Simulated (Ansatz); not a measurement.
# doublet [CH4GeO2]+ at 4 levels

Aim: a comparison of 4 runs (UHF/STO-3G, U-wB97M-V/def2-SVP, UBHLYP/def2-SVP, UMP2/def2-SVP) of doublet [CH4GeO2]+. 

The calculation is run with Ansatz 0.2.0.

53 further runs of the same task are left out: 53 set aside as unsound or not needed. Runs told in other sessions of the task aren't counted.

**1. The system as given**

[CH4GeO2]+: 8 atoms, total charge +1, spin state doublet. As SMILES of the parent species, `O=C[O][GeH3]`. Geometry: relaxed at PBE0-D4/def2-TZVP. That shape belongs to the parent species and isn't relaxed for this state.

Bond lengths: O1–C2 1.203 Å, C2–O3 1.318 Å, O3–Ge4 1.840 Å, C2–H5 1.101 Å, Ge4–H6 1.528 Å, Ge4–H7 1.528 Å, Ge4–H8 1.531 Å. Angles: O1–C2–O3 124.7°, C2–O3–Ge4 113.7°, O1–C2–H5 123.7°, O3–C2–H5 111.6°, O3–Ge4–H6 108.6°, O3–Ge4–H7 108.6°, O3–Ge4–H8 100.3°, H6–Ge4–H7 113.7°, H6–Ge4–H8 112.4°, H7–Ge4–H8 112.4°.

**2. The energy at UHF/STO-3G (run 1)**

Contents of molecule.yaml:

```yaml
crystal:
  periodic: [false, false, false]
  atoms:
    - {symbol: O, position_ang: [1.249800, -0.737800, 1.111600]}
    - {symbol: C, position_ang: [1.395900, 0.277800, 0.484100]}
    - {symbol: O, position_ang: [0.493200, 0.797800, -0.322800]}
    - {symbol: Ge, position_ang: [-1.061900, -0.180000, -0.421000]}
    - {symbol: H, position_ang: [2.310300, 0.889700, 0.516800]}
    - {symbol: H, position_ang: [-1.700900, -0.218500, 0.966900]}
    - {symbol: H, position_ang: [-0.732900, -1.562300, -0.983900]}
    - {symbol: H, position_ang: [-1.861500, 0.676100, -1.407500]}
basis:
  gaussian:
    orbitals: STO-3G
total_charge: 1
magnetization:
  spin_polarized: true
  initial_magnetization: 1
hamiltonian:
  xc: hf
accuracy: high
output: {orbitals: {seedname: orbitals}}
```

Launch:

```
$ ansatz run molecule.yaml --threads 1 --pin off --max-ram 2610MiB --events-out events.jsonl --progress --plain --runs-dir runs
```

Output:

```text
Warning: RAYON_NUM_THREADS=1 ignored (pool sized by the plan → 1); use --threads N
Functional definition: HF
  name "HF"
  exchange = exact_x
  correlation = 0
656 factors; integrals over basis functions are off by at most 5.0e-9 eV
mean field evaluation 1: about -60914.0161 eV, gradient 2.8e1 eV
mean field evaluation 2: about -60914.1509 eV, gradient 2.8e1 eV
mean field evaluation 4: about -60923.5528 eV, gradient 9.9e0 eV
mean field evaluation 8: about -60924.6951 eV, gradient 3.4e-1 eV
mean field evaluation 16: about -60924.1942 eV, gradient 2.5e0 eV
mean field evaluation 32: about -60924.8563 eV, gradient 8.1e-3 eV
mean field evaluation 64: about -60909.5280 eV, gradient 2.2e1 eV
mean field evaluation 96: about -60919.6859 eV, gradient 1.2e0 eV
mean field evaluation 128: about -60919.0276 eV, gradient 8.5e0 eV
mean field evaluation 160: about -60923.4626 eV, gradient 5.4e0 eV
mean field evaluation 192: about -60923.8605 eV, gradient 5.2e0 eV
mean field -60924.85630271 eV, -2238.9471727737 hartree, gradient 2.2e-8 eV, S^2 1.041869; 2 other end points of the search recorded, 0 dependent functions left out
reference -60924.85630271 eV, -2238.9471727737 hartree; 29, 28 occupied and 8, 9 virtual orbitals, 656 factors
Total energy: -60924.85630271 eV, -2238.9471727737 hartree
```

Wall time 3.6 s (1 thread of Arm Neoverse V2, shared host); peak memory 0.098 GiB.

**3. The energy at U-wB97M-V/def2-SVP (run 2)**

Contents of job.yaml:

```yaml
basis:
  gaussian: {orbitals: def2-SVP}
crystal:
  periodic: [false, false, false]
  atoms:
    - {symbol: O, position_ang: [1.249800, -0.737800, 1.111600]}
    - {symbol: C, position_ang: [1.395900, 0.277800, 0.484100]}
    - {symbol: O, position_ang: [0.493200, 0.797800, -0.322800]}
    - {symbol: Ge, position_ang: [-1.061900, -0.180000, -0.421000]}
    - {symbol: H, position_ang: [2.310300, 0.889700, 0.516800]}
    - {symbol: H, position_ang: [-1.700900, -0.218500, 0.966900]}
    - {symbol: H, position_ang: [-0.732900, -1.562300, -0.983900]}
    - {symbol: H, position_ang: [-1.861500, 0.676100, -1.407500]}
hamiltonian: {xc: {name: wB97M-V}}
output: {orbitals: {seedname: orbitals}}
total_charge: 1
magnetization: {spin_polarized: true, initial_magnetization: 1}
accuracy: high
```

Launch:

```
$ ansatz run job.yaml --threads 1 --pin off --max-ram 2610MiB --events-out events.jsonl --progress --plain --runs-dir runs
```

Output (excerpt; [...] marks lines left out):

```text
Warning: RAYON_NUM_THREADS=1 ignored (pool sized by the plan → 1); use --threads N
Functional definition: wB97M-V
  name "wB97M-V"
[...]
  gx(w, u) = 1 - cx + cx01*u + cx10*w
  gss(w, u) = css00 + css04*u^4 + css10*w + css20*w^2 + css43*w^4*u^3
  gos(w, u) = cos00 + cos10*w + (cos20 + cos21*u)*w^2 + (cos60 + cos61*u)*w^6
[...]
      + integral(e_c_pw_mod_opposite_spin*gos(b97_w_opposite, b97_u_opposite)) + vv10(b, c)
2075 factors; integrals over basis functions are off by at most 4.6e-9 eV
337 factors; integrals over basis functions are off by at most 2.1e-9 eV
[...]
mean field -61688.02272805 eV, -2266.9930216121 hartree, gradient 8.2e-8 eV, S^2 0.755552; 4 other end points of the search recorded, 0 dependent functions left out
reference -61688.02273211 eV, -2266.9930217615 hartree; 29, 28 occupied and 65, 66 virtual orbitals, 2075 factors
Total energy: -61688.02273211 eV, -2266.9930217615 hartree
```

Run time: 2.8 min. Hardware: 1 thread of Arm Neoverse V2, shared host; peak memory 1.1 GiB.

Run 3 isn't shown in full; the table further down has it.

**4. A single-point energy at UMP2/def2-SVP (run 4)**

Contents of in.yaml:

```yaml
basis:
  gaussian: {orbitals: def2-SVP}
crystal:
  periodic: [false, false, false]
  atoms:
    - {symbol: O, position_ang: [1.249800, -0.737800, 1.111600]}
    - {symbol: C, position_ang: [1.395900, 0.277800, 0.484100]}
    - {symbol: O, position_ang: [0.493200, 0.797800, -0.322800]}
    - {symbol: Ge, position_ang: [-1.061900, -0.180000, -0.421000]}
    - {symbol: H, position_ang: [2.310300, 0.889700, 0.516800]}
    - {symbol: H, position_ang: [-1.700900, -0.218500, 0.966900]}
    - {symbol: H, position_ang: [-0.732900, -1.562300, -0.983900]}
    - {symbol: H, position_ang: [-1.861500, 0.676100, -1.407500]}
total_charge: 1
magnetization: {spin_polarized: true, initial_magnetization: 1}
correlation: {method: mp2, frozen_orbitals: {C: 1, Ge: 9, H: 0, O: 1}}
accuracy: high
```

Launch:

```
$ ansatz run in.yaml --threads 1 --pin off --max-ram 2610MiB --events-out events.jsonl --progress --plain --runs-dir runs
```

Output (excerpt; [...] marks lines left out):

```text
Warning: RAYON_NUM_THREADS=1 ignored (pool sized by the plan → 1); use --threads N
[... 2 set-up lines as earlier in the session ...]
[...]
2075 factors; integrals over basis functions are off by at most 4.6e-9 eV
[...]
mean field -61621.47240818 eV, -2264.5473424664 hartree, gradient 2.0e-8 eV, S^2 0.763877; 6 other end points of the search recorded, 0 dependent functions left out
12 core orbitals not correlated: weight in the atoms' cores, before any rotation towards them, 1.000 or more for the frozen orbitals, at most 0.000 for the correlated occupied ones
reference -61621.47240818 eV, -2264.5473424664 hartree; 17, 16 occupied and 65, 66 virtual orbitals, 2075 factors
second order -18.34039113 eV of doubles, -0.00000000 eV of singles
Total energy: -61639.81279931 eV, -2265.2213394088 hartree
```

Run time: 16 s. Hardware: 1 thread of Arm Neoverse V2, shared host; peak memory 0.54 GiB.

**5. The series**

| run | level | frozen core orbitals | energy (Eh) | HOMO energy (eV) | LUMO energy (eV) | ⟨S²⟩ | wall time |
| --- | --- | --- | --- | --- | --- | --- | --- |
| 1 | UHF/STO-3G | – | -2238.947173 | -17.63 | -3.80 | 1.042 | 3.6 s |
| 2 | U-wB97M-V/def2-SVP | – | -2266.993022 | -17.12 | -11.02 | 0.756 | 2.8 min |
| 3 | UBHLYP/def2-SVP | – | -2267.058013 | -16.12 | -11.62 | 0.758 | 20 s |
| 4 | UMP2/def2-SVP | 12 | -2265.221339 | – | – | 0.764 | 16 s |

**6. Results**

| quantity | value |
| --- | --- |
| run 4: total energy | -2265.22134 Eh |
| run 4: correlation energy (12 core orbitals frozen) | -674.0 mEh |
| run 4: ⟨S²⟩ of the reference determinant | 0.764 |

In words: Totals of different functionals can't be ranked against each other. In run 1 the basis is minimal, so the values are rough. Spin contamination of the reference: run 1 ⟨S²⟩ = 1.04. All runs together took 3.5 min, the longest 2.8 min.
